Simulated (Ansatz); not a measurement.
# Rh (Rhodium): the cost of one run

Program: the Python package of Ansatz 0.2.0. Level of theory: DFT LDA, plane waves, PAW. These are calculated values, not measurements.

The COD entry's cell or inner coordinates are ideal or old and differ from later refinements, so a difference from it is no clean test against experiment.

**1. The structure**

The structure is cubic, space group Fm-3m (No. 225). Conventional cell: a = 3.796 Å, b = 3.796 Å, c = 3.796 Å, α = 90.00°, β = 90.00°, γ = 90.00°. Rh (site symmetry m-3m) has 12 Rh at 2.68 Å as nearest neighbours.

No structure file is read: the coordinates are typed or built in the script.

**2. The script**

Input file rh_ecut.py:

```python
"""Convergence of Rh with the plane-wave cutoff."""

import warnings

import ansatz as az
import matplotlib.pyplot as plt

warnings.simplefilter("ignore", az.DeckWarning)

rh = (
    az.Lattice.of((0.0, 1.89785, 1.89785), (1.89785, 0.0, 1.89785), (1.89785, 1.89785, 0.0))
    .atom("Rh", (0.0, 0.0, 0.0))
)

job = (
    rh.calculation()
    .functional("LDA")
    .kpoints(mesh=(15, 15, 15))
    .occupations("Fermi-Dirac")
    .forces()
    .stress()
)

rows = []
for value in [300, 375, 450, 525, 600, 675]:
    report = job.basis(value).run().report
    rows.append((value, report["free_energy_ev"] / len(report["lattice"]["sites"]), report["n_iterations"], sum(report["stress_gpa"][i][i] for i in range(3)) / 3, max(abs(f) for row in report["forces_ev_ang"] for f in row), report["n_pw"]))

print(" cutoff (eV)   F/atom (eV)    iterations       P (GPa)  max component (eV/A)   plane waves")
for row in rows:
    print(f"{str(row[0]):>12s}  {row[1]:12.5f}  {row[2]:12d}  {row[3]:12.3f}  {row[4]:20.4f}  {row[5]:12d}")

# the last row is the reference
for row in rows[:-1]:
    shift = 1000 * (row[1] - rows[-1][1])
    print(f"{row[0]}: {shift:+.2f} meV/atom" + ("  (within 2 meV)" if abs(shift) < 2 else ""))
plt.figure(figsize=(4.5, 3))
plt.plot([str(row[0]) for row in rows], [1000 * (row[1] - rows[-1][1]) for row in rows], "o-")
plt.xlabel("cutoff (eV)")
plt.ylabel("F - F(last) (meV/atom)")
plt.tight_layout()
plt.savefig("ecut.png", dpi=100)
```

**3. Launch**

Run with:

```console
> python rh_ecut.py
```

What time and memory should one allow on 1 thread of Arm Neoverse V1, shared host?

About 11 s, with a peak of 0.41 GiB.
